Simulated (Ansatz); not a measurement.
**CdF2: vertical ionisation energy**

An exercise on one series of results from a longer session: the logs are not shown, and one member is left open.

Program: Ansatz 0.2.0, Gaussian basis. Level of theory: unrestricted cation, the program's frozen cores in correlated methods. These are calculated values, not measurements.

Plan: UKS PBE-D4/def2-TZVPP; UKS r2SCAN-D4/def2-TZVPP; UKS PBE0-D4/def2-TZVPP; UKS B3LYP-D4/def2-TZVPP; UKS wB97X-V/def2-TZVPP; UKS wB97M-V/def2-TZVPP; UKS B2PLYP/def2-TZVPP; UHF-CCSD(T)/def2-TZVPP; UHF-MP2/def2-QZVPP; extrapolation to the limit; then −ε(HOMO) from the neutral's earlier runs with LDA (SPW92), PBE-D4, revPBE-D4, BLYP-D4, r2SCAN-D4, B97M-V, PBE0-D4, B3LYP-D4, r2SCANh-D4, r2SCAN0-D4, HSE06-D4, BHLYP-D4, CAM-B3LYP-D4, LC-ωPBE, ωB97X-V, ωB97M-V.

## Structure used throughout

All runs share one geometry, relaxed beforehand with PBE0-D4 in a triple-zeta def2 set. Cd takes the def2 core potential; no spin-orbit term is included.

SMILES `[F][Cd][F]`, 3 atoms, charge 0, spin multiplicity 1.

Atoms are counted from 1 here; the program's logs count them from 0.

Bond lengths: F1–Cd2 1.921 Å, Cd2–F3 1.921 Å. Angles: F1–Cd2–F3 180.0°.

Coordinates:

```xyz
3
charge 0, multiplicity 1
F     1.4587    0.8531    0.8836
Cd   -0.0037   -0.0215   -0.0044
F    -1.4659   -0.8963   -0.8924
```

Set-up of the first run:

Input file in.yaml:

```yaml
crystal:
  periodic: [false, false, false]
  atoms:
    - {symbol: F, position_ang: [1.458675, 0.853129, 0.883596]}
    - {symbol: Cd, position_ang: [-0.003663, -0.021508, -0.004409]}
    - {symbol: F, position_ang: [-1.465913, -0.896320, -0.892387]}
basis:
  gaussian: {orbitals: def2-TZVPP}
total_charge: 1
magnetization: {spin_polarized: true, initial_magnetization: 1}
hamiltonian: {xc: pbe, dispersion: d4}
```

Among the steps run: Cation, UKS PBE-D4/def2-TZVPP; Cation, UKS r2SCAN-D4/def2-TZVPP; Cation, UKS PBE0-D4/def2-TZVPP; Cation, UKS B3LYP-D4/def2-TZVPP; Cation, UKS wB97X-V/def2-TZVPP; Cation, UKS wB97M-V/def2-TZVPP; Cation, UKS B2PLYP (frozen core)/def2-TZVPP; Cation, UHF-CCSD(T)/def2-TZVPP; Cation, UHF-MP2/def2-QZVPP.

One of the session's tables, all rows but one given; the rest of the session is left out.

Orbital estimates, from the neutral's runs:

| functional | −ε(HOMO) (eV) |
| --- | --- |
| LDA (SPW92) | 8.48 |
| PBE-D4 | 8.15 |
| revPBE-D4 | 8.03 |
| BLYP-D4 | 8.12 |
| r2SCAN-D4 | 8.54 |
| B97M-V | 8.64 |
| PBE0-D4 | 10.06 |
| B3LYP-D4 | 9.81 |
| r2SCANh-D4 | 9.27 |
| r2SCAN0-D4 | 10.36 |
| HSE06-D4 | 9.64 |
| BHLYP-D4 | 11.99 |
| CAM-B3LYP-D4 | ? |
| LC-ωPBE | 12.85 |
| ωB97X-V | 12.56 |
| ωB97M-V | 12.55 |

**Question.** Estimate the row for CAM-B3LYP-D4.

The run gave: −ε(HOMO) (eV): 11.64. In the column «−ε(HOMO) (eV)» it lies between r2SCAN0-D4 (10.36) and BHLYP-D4 (11.99).
